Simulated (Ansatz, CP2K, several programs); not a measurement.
Energy against volume for BaHfO3 (Pm-3m) from a database of computed structures, at fixed shape and fractional coordinates, computed by several methods (PBE and r2SCAN, where shown, with plane waves in Ansatz); the cell shown is that of r2SCAN. Space group Pm-3m (No. 221), cubic; a = 4.177 Å in the conventional setting, 14.58 Å³ an atom. Around Ba lie 12 O at 2.95 Å; around Hf lie 6 O at 2.09 Å; around O lie 2 Hf at 2.09 Å and 4 Ba at 2.95 Å. No spin polarisation and no zero-point or thermal motion. Energies count from each curve's lowest point; fits are third-order Birch-Murnaghan.

```cif
data_structure
_symmetry_space_group_name_H-M 'Pm-3m'
_symmetry_Int_Tables_number 221
_cell_length_a 4.1771
_cell_length_b 4.1771
_cell_length_c 4.1771
_cell_angle_alpha 90.000
_cell_angle_beta 90.000
_cell_angle_gamma 90.000
_cell_volume 72.88
loop_
_atom_site_label
_atom_site_type_symbol
_atom_site_symmetry_multiplicity
_atom_site_Wyckoff_symbol
_atom_site_fract_x
_atom_site_fract_y
_atom_site_fract_z
_atom_site_occupancy
Ba1 Ba 1 b 0.50000 0.50000 0.50000 1
Hf1 Hf 1 a 0.00000 0.00000 0.00000 1
O1 O 3 d 0.00000 0.50000 0.00000 1
```

r2SCAN, on the shape of its own relaxed cell:
```
V (Å³/atom)  E (meV/atom)
     13.701         31.30
     14.139          7.40
     14.576          0.00
     15.013          6.62
     15.451         25.20
```
V₀ = 14.58 Å³ an atom and B₀ = 171 GPa.

PBE/SZV (CP2K), on the shape of the cell shown:

| V (Å³/atom) | E (meV/atom) |
| --- | --- |
| 12.827 | 259.74 |
| 13.701 | 94.76 |
| 14.576 | 15.76 |
| 15.451 | 0.00 |
| 16.325 | 30.10 |

V₀ = 15.27 Å³ an atom and B₀ = 156 GPa.

Q: PBE/DZVP (CP2K), on the shape of the cell shown, gives
```csv
V (Å³/atom),E (meV/atom)
12.827,145.54
13.701,35.44
14.576,0.00
15.451,19.39
16.325,78.49
```
What equilibrium volume and bulk modulus follow?

A: V₀ = 14.66 Å³ an atom and B₀ = 161 GPa.

light PBE (260 eV, its own mesh), on the shape of the cell shown:
```
V (Å³/atom)  E (meV/atom)
     13.410         79.29
     13.993          0.00
     14.576         60.68
     15.159         45.11
     15.742         21.89
     16.325         61.83
```
The points scatter about a smooth fit, as a low cutoff and a light mesh can make them, so no fit is quoted.

Q: PBE, on the shape of its own relaxed cell, gives
```
V (Å³/atom)  E (meV/atom)
     13.989         28.98
     14.436          6.84
     14.882          0.00
     15.329          6.08
     15.775         23.32
```
What equilibrium volume and bulk modulus follow?

A: V₀ = 14.88 Å³ an atom and B₀ = 155 GPa.
